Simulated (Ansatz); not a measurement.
# BeSe (quintet): the correlation ladder, aug-cc-pVDZ

How much of the correlation energy of BeSe (quintet) does each wave-function method recover here?

The runs use Ansatz 0.2.0, Gaussian basis; aug-cc-pVDZ, core rule «outside noble gas», up to 15 orbitals frozen.

To be run: UHF; CCSD(T) on ROHF; CCSD(T) on UHF; BCCD(T) on ROHF; CISD; CCSDT(Q) on ROHF; CCSDT(Q) on UHF.

31 further runs of the same task are left out: 10 for a known fault of the program, 1 for a mislabelled method, 10 that didn't finish, 10 set aside as unsound or not needed.

## (1) What is computed

The geometry is a PBE0/def2-TZVPD stationary point (not a proven minimum) of the parent state, kept for this charge and spin. No spin-orbit coupling is included. The filled d shell of Se may be among the frozen orbitals whatever the setting's name suggests; the logs give the count.

2 atoms, charge 0, spin multiplicity 5.

Atoms are counted from 1 here; the program's logs count them from 0.

Bond lengths: Se1–Be2 2.171 Å.

As a file:

| atom | x (Å) | y (Å) | z (Å) |
| --- | --- | --- | --- |
| Se1 | 0.0000 | 0.0000 | 0.0000 |
| Be2 | 0.0000 | 0.0000 | 2.1708 |

## (2) UHF

The input, in.yaml:

```yaml
crystal:
  periodic: [false, false, false]
  atoms:
    - {symbol: Se, position_ang: [0.000000, 0.000000, 0.000000]}
    - {symbol: Be, position_ang: [0.000000, 0.000000, 2.170800]}
basis:
  gaussian: {orbitals: aug-cc-pVDZ}
magnetization: {spin_polarized: true, initial_magnetization: 4}
hamiltonian: {xc: hf}
output: {orbitals: {seedname: orbitals}}
```

The run is started by

```
$ ansatz run in.yaml --threads 1 --pin off --events-out ev --progress --plain --max-ram 2393MiB
```

The runs that follow: CCSD(T) on ROHF; CCSD(T) on UHF; BCCD(T) on ROHF; CISD; CCSDT(Q) on ROHF; CCSDT(Q) on UHF.

**Question.** What will the summary of the whole plan be? Wanted: UCCSDT(Q) below the RHF energy; RMP2 from UCCSDT(Q); UMP2 from UCCSDT(Q); RCCSD from UCCSDT(Q); RCCSD(T) from UCCSDT(Q); UCCSD(T) from UCCSDT(Q); RCCSDT(Q) from UCCSDT(Q); T1 diagnostic.

The runs gave:

| quantity | value |
| --- | --- |
| UCCSDT(Q) below the RHF energy | -3.2087 eV |
| RMP2 from UCCSDT(Q) | +660.8 meV |
| UMP2 from UCCSDT(Q) | +677.8 meV |
| RCCSD from UCCSDT(Q) | +106.4 meV |
| RCCSD(T) from UCCSDT(Q) | +31.2 meV |
| UCCSD(T) from UCCSDT(Q) | +22.6 meV |
| RCCSDT(Q) from UCCSDT(Q) | +8.5 meV |
| levels within 1 kcal/mol (43 meV) | RCCSD(T), UCCSD(T), BCCD(T), RCCSDT, UCCSDT, RCCSDT(Q) |
| T1 diagnostic | 0.017 |

In words: RCCSD(T) lands +31.2 meV from the yardstick (1.0 % of the correlation energy). These misses are within one basis, not against nature; the frozen cores of restricted and unrestricted runs differ, which can shift their rows.
